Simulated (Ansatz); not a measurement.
# MoN2 (P4/mbm) in Ansatz: settings compared

Aim: see how the results for MoN2 move with the level of theory and the settings. Levels: LDA, r2SCAN. Tasks: band structure.

Everything below comes from runs of Ansatz 0.2.0. Logs are shortened: lines on timing, memory, paths and dates and some standing lists are left out, and cuts for length are marked.

## (1) The structure

Symmetry: P4/mbm, No. 127, tetragonal system. The conventional cell has a = 4.348 Å, b = 4.348 Å, c = 2.767 Å, α = 90.00°, β = 90.00°, γ = 90.00°. Mo (site symmetry 4/m) is surrounded by 8 N at 2.24 Å. Around N (site symmetry m2m) lie 1 N at 1.37 Å.

Measurements of this composition are mostly on another form, of space group No. 160.

## (2) Band structure, LDA

Input file input.yaml:

```yaml
crystal:
  lattice:
    - [4.348053, 0.0, 0.0]
    - [0.0, 4.348053, 0.0]
    - [0.0, 0.0, 2.76746]
  atoms:
    - { symbol: Mo, position: [0.0, 0.0, 0.0] }
    - { symbol: Mo, position: [0.5, 0.5, 0.0] }
    - { symbol: "N", position: [0.611647, 0.888353, 0.5] }
    - { symbol: "N", position: [0.388353, 0.111647, 0.5] }
    - { symbol: "N", position: [0.111647, 0.611647, 0.5] }
    - { symbol: "N", position: [0.888353, 0.388353, 0.5] }
hamiltonian:
  xc: lda
  pseudopotentials: { kind: paw }
kpoints:
  mp_grid: { grid: [6, 6, 10] }
  band_path:
    path:
      - [[0.0, 0.0, 0.0], [0.0, 0.5, 0.0], [0.5, 0.5, 0.0], [0.0, 0.0, 0.0], [0.0, 0.0, 0.5], [0.0, 0.5, 0.5], [0.5, 0.5, 0.5], [0.0, 0.0, 0.5]]
      - [[0.0, 0.5, 0.0], [0.0, 0.5, 0.5]]
      - [[0.5, 0.5, 0.0], [0.5, 0.5, 0.5]]
    npoints: 14
scf:
  occupations: { method: fermi_dirac, width: 0.05 }
  n_extra_bands: 15
output:
  forces: true
  stress: true
  eigenvalues: true
  fatbands: true
  write_density: true
  write_potential: true
  elf: true
  volumetric_format: npy
```

Potentials or basis: Ansatz PAW.

The run is started by

```bash
> ansatz run input.yaml --threads 2 --pin off --max-ram 5632MiB --backend cpu --events-out ev --progress --plain --runs-dir out
```

What it wrote:

```text
Warning: RAYON_NUM_THREADS=2 ignored (pool sized by the plan → 2); use --threads N
scf.n_extra_bands = 15 over 24 filled bands (N_el = 48.0): the run solves 39 bands
Engine: ansatz 0.2.0, aarch64-unknown-linux-gnu
Pseudopotentials: kind: paw
Pseudopotential: Mo, paw, valence charge 14, recommended cutoff 420 eV (normal), Mo.paw.azcp
Pseudopotential: N, paw, valence charge 5, recommended cutoff 420 eV (normal), N.paw.azcp
Functional definition: SPW92
  exchange = slater_x
  correlation = pw_c
Crystal: 6 atoms, lattice volume = 52.320 Å³
Basis set: ecut = 420 eV, 1049 PW (Γ)
Bands: 39, of which v1, the nominal top of the filled ones, is band 24 counted from 1 (23 counted from 0)
Symmetry: 16 space group operations
Space group: P4/mbm (ITA 127), of the structure as read, at distance tolerance 3.7e-5 Å
k-points: 60 of 360
Non-local potential: Mo, projectors of the file, l = 0: 3, l = 1: 2, l = 2: 2, l = 3: 1
Non-local potential: N, projectors of the file, l = 0: 2, l = 1: 2, l = 2: 1
PAW form: soft (Blöchl's): semilocal exchange-correlation on the pseudo side does not see the compensation charge
PAW frozen core: Mo, regenerated for the run's functional, and the local potential with it (the file was generated under x = pbe(κ = 0.804, μ = 0.2195149727645171), c = pbe(β = 0.06672455060314922))
PAW frozen core: N, regenerated for the run's functional, and the local potential with it (the file was generated under x = pbe(κ = 0.804, μ = 0.2195149727645171), c = pbe(β = 0.06672455060314922))
PAW one-centre angular grid: Mo, 590 points (default); XC on 64 Gauss nodes
PAW one-centre angular grid: N, 110 points (default); XC on 64 Gauss nodes
Initial density: superposition of atomic densities (neutral atoms: chi_scale 0, normalization atom), corrected by the library's trained network
Initial wavefunctions: pseudopotential atomic-orbital guess
Functional: x = slater, c = lda
SCF iter   1: F=—  HF=-11182.178616 eV  |F-HF|=—  |Δ(HF+E_count)|=         —  Δρ=1.47e-2  dr2=7.01e-2  ethr=1.77e-3  ⟨swp⟩=5.4  Hψ=10277  notcnv=0  defer=90
preconditioner: auto → Kerker (q_TF=auto, 2.689 Å⁻¹)  [metal: Δε(μ)=0.006 eV  Ē_g=14.291 eV  σ=0.050 eV  W_gap=0.03  n_scr=10 (ndim 8)  ℏωp=29.0 eV  f_vac=0.000  D(μ)=2.42/eV (n_scr^D=22)]
SCF iter   2: F=—  HF=-11182.166748 eV  |F-HF|=—  |Δ(HF+E_count)|=   1.19e-2  Δρ=8.08e-3  dr2=2.11e-2  ethr=1.46e-4  ⟨swp⟩=1.1  Hψ=2837  notcnv=0  defer=242
SCF iter   3: F=—  HF=-11182.161883 eV  |F-HF|=—  |Δ(HF+E_count)|=   4.86e-3  Δρ=8.31e-4  dr2=1.54e-4  ethr=4.40e-5  ⟨swp⟩=2.0  Hψ=2279  notcnv=0  defer=242
SCF iter   4: F=—  HF=-11182.161820 eV  |F-HF|=—  |Δ(HF+E_count)|=   6.33e-5  Δρ=1.89e-4  dr2=2.38e-5  ethr=3.22e-7  ⟨swp⟩=2.3  Hψ=3233  notcnv=0  defer=242
SCF iter   5: F=—  HF=-11182.161817 eV  |F-HF|=—  |Δ(HF+E_count)|=   3.44e-6  Δρ=4.81e-5  dr2=1.01e-6  ethr=4.95e-8  ⟨swp⟩=1.6  Hψ=2410  notcnv=0  defer=242
SCF iter   6: F=-11182.161817 eV  HF=-11182.161817 eV  |F-HF|=1.33e-8  |Δ(HF+E_count)|=   1.44e-7  Δρ=7.65e-6  dr2=2.60e-8  ethr=2.08e-10  ⟨swp⟩=13.3  Hψ=15368  notcnv=0
SCF 1 converged in 6 iterations: F = -11182.161817 eV  dr2 = 2.60e-8
NSCF: frozen V_eff on 129 k-points
SCF converged after 6 iterations
Free energy (F): -11182.161817 eV
Harris-Foulkes:  -11182.161817 eV  (|F-HF|=1.33e-8)
Internal energy: -11182.141910 eV  (E = F + TS)
E sigma→0 (E₀):  -11182.151863 eV
Entropy (-TS):   -0.019907 eV (-3.318 meV/atom)
Fermi energy:    18.530271 eV
--- Per-component energies (eV) ---
  E_band       = -35.841335
  E_kinetic    = 1403.648975
  E_local      = -2045.556296  (includes V_loc(G=0)·N_el)
  E_nonlocal   = 481.035389
  E_hartree    = 628.627355
  E_xc         = -601.931366
  E_vxc        = -760.319162  (∫ρ·V_xc dr)
  E_paw        = -6648.711576  (= ΣΔE_a)
  E_vpaw       = -371.901241  (= ΣTr[D̂ρ^β])
  E_aug_tail   = 0.000344  (compensation charges beyond the density's cutoff)
  E_ewald      = -4400.520544
  E_core_change = 1.265809  (= ΣΔE_core)
  E_smearing   = -0.019907  (= −TS)
  E_closure    = -0.000000  (closes the sum)
  Σ components = -11182.161817   (vs F -11182.161817, Δ=0.00e0)
--- Forces (eV/Å), atoms counted from 1 ---
  atom   1  Mo    -0.00000000     0.00000000     0.00000000
  atom   2  Mo    -0.00000000    -0.00000000     0.00000000
  atom   3  N     -0.14635587     0.14635587     0.00000000
  atom   4  N      0.14635587    -0.14635587     0.00000000
  atom   5  N     -0.14635587    -0.14635587     0.00000000
  atom   6  N      0.14635587     0.14635587     0.00000000
  max |Σ_I F_I| component: 2.78e-17 eV/Å
--- Stress (GPa, compression-positive) ---
      -20.744314       0.000000       0.000000
        0.000000     -20.744314       0.000000
        0.000000       0.000000     -21.685189
  P = ⅓ Tr σ = -21.0579 GPa (-210.579 kbar)
--- Band table (eV; the first three rows and the last of 60) ---
  k-point 0: bands = ["-43.3828", "-43.3233", "-17.6148", "-17.6148", "-17.2796", "-17.2796", "-17.2515", "-17.1845", "-2.6672", "-1.3334", "6.5608", "6.5608", "10.0566", "10.2511", "11.6651", "12.4926", "12.4926", "13.7308", "14.5848", "14.6124", "15.5097", "15.5097", "16.2478", "16.7169", "19.0744", "19.0744", "19.5201", "20.2448", "20.6444", "24.0382", "24.2636", "24.2636", "25.8711", "27.1299", "27.1299", "29.9864", "29.9864", "33.2924", "33.9735"]
  k-point 1: bands = ["-43.3729", "-43.3137", "-17.5999", "-17.5999", "-17.3498", "-17.2728", "-17.2687", "-17.2687", "-2.5547", "-1.2600", "6.4439", "6.4439", "10.1527", "10.3978", "12.0199", "12.2718", "12.2718", "12.7151", "13.8418", "15.5516", "15.5806", "15.5806", "16.3845", "17.0872", "19.3104", "19.3104", "19.6367", "20.2744", "20.7463", "23.7503", "23.9404", "23.9404", "26.2591", "27.1818", "27.1818", "30.1379", "30.1379", "33.4666", "33.5902"]
  k-point 2: bands = ["-43.3466", "-43.2885", "-17.6009", "-17.5609", "-17.5609", "-17.4996", "-17.2402", "-17.2402", "-2.2530", "-1.0585", "6.1433", "6.1433", "10.3649", "10.5561", "11.5791", "11.7531", "11.7531", "12.6054", "12.9847", "15.7769", "15.7769", "16.7894", "16.9138", "17.1755", "19.9138", "19.9138", "19.9784", "20.3525", "21.1272", "22.9663", "23.1690", "23.1690", "27.1671", "27.3108", "27.3108", "30.2038", "30.2038", "32.7121", "33.9220"]
  k-point 59: bands = ["-43.2492", "-43.2492", "-18.1353", "-18.1353", "-17.5051", "-17.5051", "-17.1331", "-17.1331", "-1.3692", "-1.3692", "6.8517", "6.8517", "10.5933", "10.5933", "10.9267", "10.9267", "12.8656", "12.8656", "13.2304", "13.2304", "13.3985", "13.3985", "17.1873", "17.1873", "20.9107", "20.9107", "21.8258", "21.8258", "22.5734", "22.5734", "24.9821", "24.9821", "27.3486", "27.3486", "28.7194", "28.7194", "30.1307", "30.1307", "30.6504"]
```

Wall time 15 s (2 threads of Arm Neoverse N1, shared host); peak memory 0.41 GiB.

Results:

* Free energy: -11182.1618 eV
* Pressure: -21.1 GPa
* Largest force: 0.207 eV/Å
* Band gap on the k mesh: none (metal or under the smearing width)

Forces in eV/Å, atoms in the order of the input:
```
Mo   0.000  0.000  0.000
Mo   0.000  0.000  0.000
N   -0.146  0.146  0.000
N    0.146 -0.146  0.000
N   -0.146 -0.146  0.000
N    0.146  0.146  0.000
```

Levels at the corners of the path, in eV from the Fermi level:
| point | band 20 | band 21 | band 22 | band 23 | band 24 | band 25 | band 26 | band 27 | band 28 | band 29 |
| --- | --- | --- | --- | --- | --- | --- | --- | --- | --- | --- |
| Γ | -3.92 | -3.02 | -3.02 | -2.28 | -1.81 | 0.54 | 0.54 | 0.99 | 1.71 | 2.11 |
| X | -4.24 | -2.02 | -2.02 | -1.17 | -1.17 | -0.41 | -0.41 | 2.10 | 2.10 | 3.20 |
| M | -3.75 | -0.84 | -0.84 | 0.51 | 0.51 | 0.52 | 0.52 | 0.94 | 0.94 | 2.74 |
| Γ | -3.92 | -3.02 | -3.02 | -2.28 | -1.81 | 0.54 | 0.54 | 0.99 | 1.71 | 2.11 |
| Z | -2.73 | -2.02 | -2.02 | 0.70 | 1.06 | 2.07 | 2.15 | 2.34 | 2.34 | 2.85 |
| R | -4.25 | -2.51 | -2.51 | -1.04 | -1.04 | 2.43 | 2.43 | 2.96 | 2.96 | 3.38 |
| A | -5.30 | -5.13 | -5.13 | -1.34 | -1.34 | 2.38 | 2.38 | 3.30 | 3.30 | 4.04 |
| Z | -2.73 | -2.02 | -2.02 | 0.70 | 1.06 | 2.07 | 2.15 | 2.34 | 2.34 | 2.85 |
| X | -4.24 | -2.02 | -2.02 | -1.17 | -1.17 | -0.41 | -0.41 | 2.10 | 2.10 | 3.20 |
| R | -4.25 | -2.51 | -2.51 | -1.04 | -1.04 | 2.43 | 2.43 | 2.96 | 2.96 | 3.38 |
| M | -3.75 | -0.84 | -0.84 | 0.51 | 0.51 | 0.52 | 0.52 | 0.94 | 0.94 | 2.74 |
| A | -5.30 | -5.13 | -5.13 | -1.34 | -1.34 | 2.38 | 2.38 | 3.30 | 3.30 | 4.04 |

Caveat: the pressure holds a Pulay correction of +0.9 GPa for the finite cutoff; the PAW data sets come from PBE, with cores solved anew for the run's functional, which leaves a small shift of forces and pressure.

## (3) Band structure, r2SCAN

input.yaml: that of step 2 with these lines changed.

```diff
@@ -13,3 +13,3 @@
 hamiltonian:
-  xc: lda
+  xc: r2scan
   pseudopotentials: { kind: paw }
@@ -30,6 +30,2 @@
   eigenvalues: true
-  fatbands: true
-  write_density: true
-  write_potential: true
-  elf: true
-  volumetric_format: npy
+  fatbands: false
```

Potentials or basis: Ansatz PAW.

The run is started by

```bash
> ansatz run input.yaml --threads 2 --pin off --max-ram 5632MiB --backend cpu --events-out ev --progress --plain --runs-dir out
```

What it wrote:

```text
Warning: RAYON_NUM_THREADS=2 ignored (pool sized by the plan → 2); use --threads N
scf.n_extra_bands = 15 over 24 filled bands (N_el = 48.0): the run solves 39 bands
[... 2 set-up lines as earlier in the session ...]
Pseudopotential: Mo, paw, valence charge 14, recommended cutoff 500 eV (meta_gga), Mo.paw.azcp
[... 71 lines left out ...]
--- Band table (eV; the first three rows and the last of 60) ---
  k-point 0: bands = ["-45.2900", "-45.2276", "-18.7229", "-18.7229", "-18.3792", "-18.3792", "-18.3504", "-18.2820", "-3.7243", "-2.3767", "5.7691", "5.7691", "10.0074", "10.2873", "11.7293", "12.4562", "12.4562", "13.7296", "14.6218", "14.7806", "15.6700", "15.6700", "16.3989", "16.9257", "19.4668", "19.4668", "19.7875", "20.4789", "21.0654", "24.6019", "24.8379", "24.8379", "26.7279", "27.9907", "27.9907", "31.0497", "31.0497", "34.4630", "35.5115"]
  k-point 1: bands = ["-45.2796", "-45.2176", "-18.7076", "-18.7076", "-18.4516", "-18.3723", "-18.3681", "-18.3681", "-3.6129", "-2.3045", "5.6603", "5.6603", "10.1075", "10.4371", "12.0914", "12.2270", "12.2270", "12.7398", "13.8535", "15.7186", "15.7377", "15.7377", "16.5414", "17.2642", "19.7148", "19.7148", "19.9038", "20.5067", "21.1911", "24.2978", "24.4831", "24.4831", "27.1476", "28.0510", "28.0510", "31.2232", "31.2232", "34.6504", "35.0874"]
  k-point 2: bands = ["-45.2521", "-45.1913", "-18.7100", "-18.6671", "-18.6671", "-18.6043", "-18.3388", "-18.3388", "-3.3149", "-2.1068", "5.3788", "5.3788", "10.3341", "10.5999", "11.5803", "11.6894", "11.6894", "12.5826", "13.0756", "15.9280", "15.9280", "16.9640", "17.1074", "17.3312", "20.2433", "20.3466", "20.3466", "20.5792", "21.6067", "23.4737", "23.6401", "23.6401", "28.1372", "28.2027", "28.2027", "31.3164", "31.3164", "34.1324", "35.2423"]
  k-point 59: bands = ["-45.1502", "-45.1502", "-19.2566", "-19.2566", "-18.6079", "-18.6079", "-18.2294", "-18.2294", "-2.4511", "-2.4511", "6.0748", "6.0748", "10.5880", "10.5880", "10.9309", "10.9309", "12.9886", "12.9886", "13.1424", "13.1424", "13.4938", "13.4938", "17.3659", "17.3659", "21.2265", "21.2265", "22.2150", "22.2150", "23.0468", "23.0468", "25.5943", "25.5943", "28.2739", "28.2739", "29.7587", "29.7587", "31.1439", "31.1439", "31.7899"]
```

Run time: 24 s. Hardware: 2 threads of Arm Neoverse N1, shared host; peak memory 0.5 GiB.

What came out:

- Free energy: -11474.2731 eV
- Pressure: -8.0 GPa
- Largest force: 0.019 eV/Å
- Band gap on the k mesh: none (metal or under the smearing width)

Forces on the atoms (eV/Å):
```
Mo   0.000  0.000  0.000
Mo   0.000  0.000  0.000
N    0.013 -0.013  0.000
N   -0.013  0.013  0.000
N    0.013  0.013  0.000
N   -0.013 -0.013  0.000
```

Levels at the corners of the path, in eV from the Fermi level:
| point | band 21 | band 22 | band 23 | band 24 | band 25 | band 26 | band 27 | band 28 |
| --- | --- | --- | --- | --- | --- | --- | --- | --- |
| Γ | -3.09 | -3.09 | -2.36 | -1.83 | 0.71 | 0.71 | 1.03 | 1.72 |
| X | -2.04 | -2.04 | -1.20 | -1.20 | -0.40 | -0.40 | 2.30 | 2.30 |
| M | -0.86 | -0.86 | 0.49 | 0.49 | 0.53 | 0.53 | 1.11 | 1.11 |
| Γ | -3.09 | -3.09 | -2.36 | -1.83 | 0.71 | 0.71 | 1.03 | 1.72 |
| Z | -2.09 | -2.09 | 0.76 | 1.10 | 2.15 | 2.18 | 2.45 | 2.45 |
| R | -2.64 | -2.64 | -1.09 | -1.09 | 2.48 | 2.48 | 3.13 | 3.13 |
| A | -5.26 | -5.26 | -1.39 | -1.39 | 2.47 | 2.47 | 3.46 | 3.46 |
| Z | -2.09 | -2.09 | 0.76 | 1.10 | 2.15 | 2.18 | 2.45 | 2.45 |
| X | -2.04 | -2.04 | -1.20 | -1.20 | -0.40 | -0.40 | 2.30 | 2.30 |
| R | -2.64 | -2.64 | -1.09 | -1.09 | 2.48 | 2.48 | 3.13 | 3.13 |
| M | -0.86 | -0.86 | 0.49 | 0.49 | 0.53 | 0.53 | 1.11 | 1.11 |
| A | -5.26 | -5.26 | -1.39 | -1.39 | 2.47 | 2.47 | 3.46 | 3.46 |

Caveat: the PAW data sets come from PBE, with cores solved anew for the run's functional, which leaves a small shift of forces and pressure.
